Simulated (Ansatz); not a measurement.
InP, space group F-43m: a scan of the energy under strain, run with the Python package of Ansatz (0.2.0).

`strain.py`:
```python
"""Energy of InP under biaxial strain, ions carried with the cell."""

from dataclasses import dataclass
import logging
import sys

import ansatz as az
import numpy as np
from tabulate import tabulate

logging.basicConfig(stream=sys.stdout, format="%(levelname)s %(message)s")
logger = logging.getLogger("calc")
logger.setLevel(logging.INFO)


@dataclass
class Options:
    xc: str = "pbe"
    smearing: str = "gaussian"
    width_ev: float = 0.05
    ecut: int = 520
    kgrid: tuple[int, ...] = (6, 6, 6)


cfg = Options()

vectors0 = np.array([
    [0.0, 2.9305, 2.9305],
    [2.9305, 0.0, 2.9305],
    [2.9305, 2.9305, 0.0],
])
sites = [
    ("In", (0.0, 0.0, 0.0)),
    ("P", (0.25, 0.25, 0.25)),
]


def build(cell):
    crystal = az.Crystal(lattice=az.Lattice.of(cell))
    for symbol, position in sites:
        crystal = crystal.atom(symbol, position)
    return crystal


def main() -> None:
    # clamped ions: the fractional positions stay as typed
    values = np.linspace(-0.01, 0.01, 7)
    energies = []
    for d in values:
        strain = np.diag([d, d, 0])
        cell = vectors0 @ (np.eye(3) + strain)
        model = (
            build(cell).calculation()
            .functional(cfg.xc)
            .pseudopotentials("paw")
            .occupations(cfg.smearing, width=cfg.width_ev)
            .basis(cfg.ecut)
            .kpoints(*cfg.kgrid)
            .stress()
        )
        data = model.run().report
        energies.append(data["free_energy_ev"] / len(sites))
        s = data["stress_gpa"]
        logger.info(f"d = {d:+.4f}  stress xx yy zz xy (GPa, compression positive): {s[0][0]:8.3f} {s[1][1]:8.3f} {s[2][2]:8.3f} {s[0][1]:8.3f}")
    energies = np.array(energies)

    print(tabulate(zip(values, 1000 * (energies - energies.min())), headers=["strain", "dE (meV/atom)"], floatfmt=".3f"))
    curvature = 2 * np.polyfit(values, energies, 3)[1]
    volume = abs(np.linalg.det(vectors0)) / len(sites)
    logger.info(f"d2E/dd2 over the volume: {curvature / volume * 160.21766:.1f} GPa")


if __name__ == "__main__":
    main()
```

How much energy does this biaxial strain cost, and what curvature follows?

Against the unstrained cell the energy per atom changes by +13.03 meV at one end of the scan and -8.01 meV at the other, and its second derivative over the volume is 319.7 GPa. The lowest row is an end of the scan, as the cell stands under stress.

The output:

```console
$ python strain.py
INFO d = -0.0100  stress xx yy zz xy (GPa, compression positive):    5.034    5.034    4.632   -0.000
INFO d = -0.0067  stress xx yy zz xy (GPa, compression positive):    4.449    4.449    4.181    0.000
INFO d = -0.0033  stress xx yy zz xy (GPa, compression positive):    3.881    3.881    3.748    0.000
INFO d = +0.0000  stress xx yy zz xy (GPa, compression positive):    3.329    3.329    3.329   -0.000
INFO d = +0.0033  stress xx yy zz xy (GPa, compression positive):    2.794    2.794    2.927    0.000
INFO d = +0.0067  stress xx yy zz xy (GPa, compression positive):    2.273    2.273    2.539   -0.000
INFO d = +0.0100  stress xx yy zz xy (GPa, compression positive):    1.768    1.768    2.165    0.000
  strain    dE (meV/atom)
--------  ---------------
  -0.010           21.037
  -0.007           16.114
  -0.003           11.776
   0.000            8.007
   0.003            4.797
   0.007            2.133
   0.010            0.000
INFO d2E/dd2 over the volume: 319.7 GPa
```

The curvature belongs to this strain pattern and to the cell's stress; it equals a single elastic constant only for simple patterns. Of the deposited cell: the entry's cell lengths or inner coordinates differ somewhat from later room-temperature determinations. The starting cell is as deposited in a crystallographic database; the results hold for this polymorph, which needn't be the stable one. The ions keep their fractional positions (clamped ions). Hardware and time: 17 s on 1 thread of Arm Neoverse V2, with other jobs on the host, peak memory 0.32 GiB.
